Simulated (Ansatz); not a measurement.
# Ti6Ge: the cost of one run

Program: Ansatz 0.2.0. Level of theory: DFT PBE, scalar-relativistic, plane waves, PAW, unless a step names another level. These are calculated values, not measurements.

13 further runs of the same task are left out: 2 that didn't finish, 11 set aside as unsound or not needed.

## Step 1: What the formula suggests

Pauling electronegativities: Ti 1.54, Ge 2.01 (spread 0.47). No set of common oxidation states balances it. Tabulated atomic sizes suggest about 14 Å³/atom. 26 candidates were drawn, by swapping species into database cells of other compounds, at random by space group and Wyckoff sites, or by hand, as the table says:

| name | made from | space group no. | Wyckoff sites | atoms (primitive cell) | V (Å³/atom) |
| --- | --- | --- | --- | --- | --- |
| c01 | database cell of SmB6 | 221 | Ti 6e; Ge 1b | 7 | 14.3 |
| c02 | database cell of YB6 | 221 | Ti 6f; Ge 1a | 7 | 14.6 |
| c03 | random | 191 | Ti 3g, 3f; Ge 1b | 7 | 16.7 |
| c04 | random | 225 | Ti 24d; Ge 4a | 7 | 15.8 |
| c05 | random | 225 | Ti 24e; Ge 4b | 7 | 16.5 |
| c06 | random | 123 | Ti 4n, 2e; Ge 1c | 7 | 15.9 |
| c07 | random | 123 | Ti 4j, 1a, 1d; Ge 1b | 7 | 17.8 |
| c08 | random | 229 | Ti 12d; Ge 2a | 7 | 17.0 |
| c09 | database cell of RhF6 | 229 | Ti 12e; Ge 2a | 7 | 20.0 |
| c10 | random | 204 | Ti 12e; Ge 2a | 7 | 16.3 |
| c11 | random | 191 | Ti 6l; Ge 1a | 7 | 16.1 |
| c12 | random | 221 | Ti 3c, 3d; Ge 1b | 7 | 15.1 |
| c13 | random | 191 | Ti 4h, 2e; Ge 1a | 7 | 18.3 |
| c14 | database cell of SmC6 | 191 | Ti 6k; Ge 1a | 7 | 12.1 |
| c15 | random | 65 | Ti 4e, 8m; Ge 2b | 7 | 18.4 |
| c16 | random | 123 | Ti 1b, 1a, 4i; Ge 1d | 7 | 16.9 |
| c17 | random | 65 | Ti 4k, 2b, 4e, 2a; Ge 2c | 7 | 15.4 |
| c18 | random | 139 | Ti 8h, 4e; Ge 2b | 7 | 15.6 |
| c19 | random | 123 | Ti 4j, 2f; Ge 1c | 7 | 18.1 |
| c20 | random | 139 | Ti 8f, 4d; Ge 2b | 7 | 15.8 |
| c21 | database cell of TcF6 | 139 | Ti 8i, 4e; Ge 2a | 7 | 20.0 |
| c22 | random | 189 | Ti 3g, 3f; Ge 1b | 7 | 14.6 |
| c23 | random | 225 | Ti 24d; Ge 4b | 7 | 15.0 |
| c24 | random | 225 | Ti 24e; Ge 4a | 7 | 15.7 |
| c25 | random | 191 | Ti 6k; Ge 1b | 7 | 16.7 |
| c26 | random | 139 | Ti 8f, 4c; Ge 2a | 7 | 17.4 |

## Step 2: Screening run of c05

File input.yaml:

```yaml
crystal:
  lattice:
    - [0.0, 3.86752377, 3.86752377]
    - [3.86752377, 0.0, 3.86752377]
    - [3.86752377, 3.86752377, 0.0]
  atoms:
    - { symbol: Ti, position: [0.24057315, 0.75942685, 0.75942685] }
    - { symbol: Ti, position: [0.75942685, 0.24057315, 0.24057315] }
    - { symbol: Ti, position: [0.75942685, 0.24057315, 0.75942685] }
    - { symbol: Ti, position: [0.24057315, 0.75942685, 0.24057315] }
    - { symbol: Ti, position: [0.75942685, 0.75942685, 0.24057315] }
    - { symbol: Ti, position: [0.24057315, 0.24057315, 0.75942685] }
    - { symbol: Ge, position: [0.5, 0.5, 0.5] }
basis:
  ecutwfc: 420
kpoints:
  mp_grid: { grid: [4, 4, 4] }
hamiltonian:
  xc: pbe
scf:
  occupations: { method: gaussian, width: 0.2 }
  lower_state_search: "off"
output:
  forces: true
  stress: true
  eigenvalues: true
relax:
  adjacent_minimum: "off"
  f_tol: 0.08
  max_steps: 16
  cell: { stress_tol: 0.8 }
```

On the command line:

```console
ansatz run input.yaml --threads 1 --pin off --max-ram 2560MiB --backend cpu --events-out ev --progress --plain --runs-dir out
```

Q: Estimate wall time and peak memory on 1 thread of Intel Xeon at 2.70GHz, shared host.

About 47 s, with a peak of 0.49 GiB.
